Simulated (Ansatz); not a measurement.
# CH7FN2OSi: the cost of one run

Program: Ansatz 0.2.0. Level of theory: RKS B3LYP-D4/6-31G. These are calculated values, not measurements.

## (1) The system as given

Bond lengths: Si1–O2 1.680 Å, O2–C3 1.420 Å, C3–H4 1.110 Å, C3–H5 1.110 Å, C3–H6 1.110 Å, Si1–N7 1.820 Å, N7–H8 1.060 Å, N7–H9 1.060 Å, Si1–N10 1.819 Å, N10–H11 1.060 Å, N10–H12 1.060 Å, Si1–F13 1.589 Å. Angles (14 of 19 angles, heavy atoms first): Si1–O2–C3 125.0°, O2–Si1–N7 109.5°, O2–Si1–N10 109.5°, O2–Si1–F13 109.5°, N7–Si1–N10 109.5°, N7–Si1–F13 109.5°, N10–Si1–F13 109.5°, O2–C3–H4 109.5°, O2–C3–H5 109.5°, O2–C3–H6 109.5°, Si1–N7–H8 120.0°, Si1–N7–H9 120.0°, Si1–N10–H11 120.0°, Si1–N10–H12 120.0°.

As a file:

```xyz
13

Si    0.0000    0.0000    0.0000
O     0.0000    0.0000    1.6800
C    -1.1112   -0.3437    2.4945
H    -1.8140   -0.9775    1.9143
H    -0.7584   -0.9037    3.3856
H    -1.6313    0.5809    2.8212
N     1.7163    0.0000   -0.6061
H     2.2145   -0.9180   -0.7868
H     2.2175    0.9180   -0.7783
N    -0.8572    1.4851   -0.6061
H    -1.8773    1.4300   -0.8888
H    -0.3367    2.4058   -0.6766
F    -0.7489   -1.2974   -0.5295
```

## (2) Preparing the start

The input, input.yaml:

```yaml
crystal:
  periodic: [false, false, false]
  atoms:
    - { symbol: Si, position_ang: [0.0, 0.0, 0.0] }
    - { symbol: O, position_ang: [0.0, 0.0, 1.68] }
    - { symbol: C, position_ang: [-1.1112, -0.3437, 2.4945] }
    - { symbol: H, position_ang: [-1.814, -0.9775, 1.9143] }
    - { symbol: H, position_ang: [-0.7584, -0.9037, 3.3856] }
    - { symbol: H, position_ang: [-1.6313, 0.5809, 2.8212] }
    - { symbol: "N", position_ang: [1.7163, 0.0, -0.6061] }
    - { symbol: H, position_ang: [2.2145, -0.918, -0.7868] }
    - { symbol: H, position_ang: [2.2175, 0.918, -0.7783] }
    - { symbol: "N", position_ang: [-0.8572, 1.4851, -0.6061] }
    - { symbol: H, position_ang: [-1.8773, 1.43, -0.8888] }
    - { symbol: H, position_ang: [-0.3367, 2.4058, -0.6766] }
    - { symbol: F, position_ang: [-0.7489, -1.2974, -0.5295] }
basis:
  gaussian: { orbitals: "6-31G" }
hamiltonian:
  xc: b3lyp
  dispersion: d4
relax:
  f_tol: 0.02
  max_steps: 40
output:
  orbitals: {}
```

Command:

```
ansatz run input.yaml --threads 2 --pin off --max-ram 3072MiB --backend cpu --events-out ev --progress --plain --runs-dir out
```

What time and memory should one allow on 2 threads of Intel Xeon at 2.50GHz (Skylake/Cascade Lake), shared host?

About 2.3 min, with a peak of 0.21 GiB.
